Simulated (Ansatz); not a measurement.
# BClH₂Zn: small, medium and large basis sets

Aim: see how fast density functionals converge with the basis set for BClH₂Zn.

The runs use Ansatz 0.2.0, Gaussian basis; one geometry, several basis sets.

The runs, in order: PBE0-D4/def2-SVP; ωB97M-V/def2-SVP; PBE0-D4/def2-QZVPP; ωB97M-V/def2-QZVPP; the functionals' def2-TZVPP values are taken from earlier runs.

### Step 1. Structure used throughout

An earlier PBE0-D4 in a triple-zeta def2 set relaxation fixed the geometry.

SMILES `Cl[BH][ZnH]`, 5 atoms, charge 0, spin multiplicity 1.

Atoms are counted from 1 here; the program's logs count them from 0.

Bond lengths: Cl1–B2 1.753 Å, B2–Zn3 2.081 Å, B2–H4 1.197 Å, Zn3–H5 1.554 Å. Angles: Cl1–B2–Zn3 119.7°, Cl1–B2–H4 113.2°, Zn3–B2–H4 127.1°, B2–Zn3–H5 179.4°.

### Step 2. PBE0-D4 in def2-SVP

The input, in.yaml:

```yaml
crystal:
  periodic: [false, false, false]
  atoms:
    - {symbol: Cl, position_ang: [-0.745312, -1.438884, 1.490732]}
    - {symbol: B, position_ang: [-0.686605, -0.470460, 0.030326]}
    - {symbol: Zn, position_ang: [0.949679, 0.766399, -0.321236]}
    - {symbol: H, position_ang: [-1.645852, -0.615891, -0.671370]}
    - {symbol: H, position_ang: [2.177888, 1.685236, -0.569853]}
basis:
  gaussian: {orbitals: def2-SVP}
hamiltonian: {xc: pbe0, dispersion: d4}
output: {orbitals: {seedname: orbitals}}
```

Launch:

```
$ ansatz run in.yaml --threads 2 --pin off --events-out ev --progress --plain --max-ram 4352MiB
```

The runs that follow: ωB97M-V in def2-SVP; PBE0-D4 in def2-QZVPP; ωB97M-V in def2-QZVPP.

**Question.** What will the summary of the whole plan be? Wanted: PBE0-D4: double and triple zeta above quadruple; ωB97M-V: double and triple zeta above quadruple.

The runs gave:

| quantity | value |
| --- | --- |
| PBE0-D4: double and triple zeta above quadruple | 13.66, 1.58 eV |
| ωB97M-V: double and triple zeta above quadruple | 13.60, 1.53 eV |

For PBE0-D4 the step from double to triple zeta gains 12.08 eV and the next only 1.58 eV. Total energies overstate the basis error of differences, where much of it tends to cancel.
